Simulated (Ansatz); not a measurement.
# C₂H₇FGaN: one species, many methods

One table from this session's results is given with a row withheld; the runs are named, their logs left out.

Computed with Ansatz 0.2.0, Gaussian basis. Level: functionals in def2-TZVPP, the program's frozen cores in correlated methods.

Levels to be run: PBE-D4, r2SCAN-D4, PBE0-D4, B3LYP-D4, ωB97X-V, ωB97M-V, B2PLYP; CCSD(T)/def2-TZVPP; MP2/def2-QZVPP; extrapolation to the limit.

## The relaxed structure

The geometry comes from an earlier relaxation with PBE0-D4 in a triple-zeta def2 set; it is a stationary point, not always the lowest conformer.

SMILES `C[CH](F)[GaH][NH2]`, 12 atoms, charge 0, spin multiplicity 1.

Atoms are counted from 1 here; the program's logs count them from 0.

Bond lengths: C1–C2 1.511 Å, C1–H6 1.094 Å, C1–H7 1.093 Å, C1–H8 1.094 Å, C2–F3 1.406 Å, C2–Ga4 1.998 Å, C2–H9 1.097 Å, Ga4–N5 1.809 Å, Ga4–H10 1.563 Å, N5–H11 1.005 Å, N5–H12 1.006 Å. Angles: C2–C1–H6 110.9°, C2–C1–H7 111.7°, C2–C1–H8 109.9°, H6–C1–H7 108.0°, H6–C1–H8 108.1°, H7–C1–H8 108.0°, C1–C2–F3 108.6°, C1–C2–Ga4 114.9°, C1–C2–H9 109.2°, F3–C2–Ga4 107.9°, F3–C2–H9 105.9°, Ga4–C2–H9 110.0°, C2–Ga4–N5 114.3°, C2–Ga4–H10 126.5°, N5–Ga4–H10 119.1°, Ga4–N5–H11 125.5°, Ga4–N5–H12 122.0°, H11–N5–H12 112.5°.

The first run:

The input, in.yaml:

```yaml
crystal:
  periodic: [false, false, false]
  atoms:
    - {symbol: C, position_ang: [-1.046347, 0.052362, 1.540991]}
    - {symbol: C, position_ang: [0.293853, -0.148193, 0.872799]}
    - {symbol: F, position_ang: [0.506596, -1.527206, 0.696566]}
    - {symbol: Ga, position_ang: [0.485016, 0.734779, -0.908908]}
    - {symbol: N, position_ang: [0.777192, -0.408832, -2.279877]}
    - {symbol: H, position_ang: [-1.090890, -0.481697, 2.494817]}
    - {symbol: H, position_ang: [-1.867504, -0.304629, 0.914824]}
    - {symbol: H, position_ang: [-1.208971, 1.115700, 1.739017]}
    - {symbol: H, position_ang: [1.087346, 0.194737, 1.547785]}
    - {symbol: H, position_ang: [0.388650, 2.267032, -1.203228]}
    - {symbol: H, position_ang: [0.894061, -0.147870, -3.243306]}
    - {symbol: H, position_ang: [0.858199, -1.401583, -2.137581]}
basis:
  gaussian: {orbitals: def2-TZVPP}
hamiltonian: {xc: pbe, dispersion: d4}
output: {forces: true, orbitals: {seedname: orbitals}}
```

The run is started by

```console
$ ansatz run in.yaml --threads 4 --pin off --events-out ev --progress --plain --max-ram 10444MiB
```

Steps of the session up to this table: PBE-D4 (GGA); r2SCAN-D4 (meta-GGA); PBE0-D4 (hybrid); B3LYP-D4 (hybrid); ωB97X-V (range-separated); ωB97M-V (range-separated); B2PLYP (double hybrid); CCSD(T) in def2-TZVPP; MP2 in def2-QZVPP.

One of the session's tables, all rows but one given; the rest of the session is left out.

```
            method  atomisation energy (kcal/mol)
            PBE-D4                         1014.2
         r2SCAN-D4                          995.9
           PBE0-D4                          995.0
          B3LYP-D4                          993.7
           ωB97X-V                          999.1
           ωB97M-V                          996.4
            B2PLYP                              ?
     HF/def2-TZVPP                          707.6
    MP2/def2-TZVPP                          986.0
   CCSD/def2-TZVPP                          958.3
CCSD(T)/def2-TZVPP                          972.7
           MP2/CBS                         1011.2
       CCSD(T)/CBS                          997.9
```

Q: Estimate the row for B2PLYP from the others.

**Answer.** atomisation energy (kcal/mol): 984.3. In the column «atomisation energy (kcal/mol)» it lies between CCSD(T)/def2-TZVPP (972.7) and MP2/def2-TZVPP (986.0).

Limits of these values: Free atoms (2 C, 1 F, 1 Ga, 1 N, 7 H) were run apart at each level; the atomisation energy is their sum less the molecule, without zero-point or spin-orbit terms.
